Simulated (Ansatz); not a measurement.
# CH7GaSSi: small, medium and large basis sets

An exercise on one series of results from a longer session: the logs are not shown, and one member is left open.

Program: Ansatz 0.2.0, Gaussian basis. Level of theory: one geometry, several basis sets. These are calculated values, not measurements.

Levels to be run: PBE0-D4/def2-SVP; ωB97M-V/def2-SVP; PBE0-D4/def2-QZVPP; ωB97M-V/def2-QZVPP; the functionals' def2-TZVPP values are taken from earlier runs.

**Structure used throughout**

An earlier PBE0-D4 in a triple-zeta def2 set relaxation fixed the geometry.

SMILES `C[SiH2][S][GaH2]`, 11 atoms, charge 0, spin multiplicity 1.

Atoms are counted from 1 here; the program's logs count them from 0.

Bond lengths: C1–Si2 1.865 Å, C1–H5 1.092 Å, C1–H6 1.093 Å, C1–H7 1.092 Å, Si2–S3 2.145 Å, Si2–H8 1.487 Å, Si2–H9 1.486 Å, S3–Ga4 2.199 Å, Ga4–H10 1.559 Å, Ga4–H11 1.564 Å. Angles: Si2–C1–H5 110.6°, Si2–C1–H6 110.3°, Si2–C1–H7 110.8°, H5–C1–H6 108.5°, H5–C1–H7 108.4°, H6–C1–H7 108.1°, C1–Si2–S3 112.0°, C1–Si2–H8 110.1°, C1–Si2–H9 110.5°, S3–Si2–H8 109.9°, S3–Si2–H9 105.5°, H8–Si2–H9 108.6°, Si2–S3–Ga4 99.5°, S3–Ga4–H10 115.9°, S3–Ga4–H11 117.9°, H10–Ga4–H11 126.3°.

The first run:

The input, in.yaml:

```yaml
crystal:
  periodic: [false, false, false]
  atoms:
    - {symbol: C, position_ang: [-0.283344, 1.602308, -0.384134]}
    - {symbol: Si, position_ang: [0.861446, 0.186321, -0.787299]}
    - {symbol: S, position_ang: [1.393290, -0.940436, 0.958299]}
    - {symbol: Ga, position_ang: [-0.522247, -1.953450, 1.333064]}
    - {symbol: H, position_ang: [0.160954, 2.252641, 0.372197]}
    - {symbol: H, position_ang: [-0.481875, 2.197343, -1.279818]}
    - {symbol: H, position_ang: [-1.238015, 1.232077, -0.003408]}
    - {symbol: H, position_ang: [0.232645, -0.708540, -1.795164]}
    - {symbol: H, position_ang: [2.144267, 0.694968, -1.339342]}
    - {symbol: H, position_ang: [-0.557252, -2.907281, 2.565961]}
    - {symbol: H, position_ang: [-1.709868, -1.655931, 0.359654]}
basis:
  gaussian: {orbitals: def2-SVP}
hamiltonian: {xc: pbe0, dispersion: d4}
output: {orbitals: {seedname: orbitals}}
```

Command:

```
ansatz run in.yaml --threads 2 --pin off --events-out ev --progress --plain --max-ram 32768MiB --backend cpu
```

Steps of the session up to this table: PBE0-D4 in def2-SVP; ωB97M-V in def2-SVP; PBE0-D4 in def2-QZVPP; ωB97M-V in def2-QZVPP.

One table of the session follows, with a row left open; its other results are not shown here.

It belongs to the step «Density functionals: the series». 

| functional | basis | HOMO (eV) | LUMO (eV) |
| --- | --- | --- | --- |
| PBE0-D4 | def2-SVP | ? | ? |
| PBE0-D4 | def2-TZVPP | -7.53 | -1.60 |
| PBE0-D4 | def2-QZVPP | -7.54 | -1.64 |
| ωB97M-V | def2-SVP | -9.57 | 0.19 |
| ωB97M-V | def2-TZVPP | -9.66 | 0.08 |
| ωB97M-V | def2-QZVPP | -9.67 | -0.06 |

Q: Estimate the row for PBE0-D4, def2-SVP from the others.

**Answer.** HOMO (eV): -7.49; LUMO (eV): -1.54. In the column «HOMO (eV)» it is the highest.
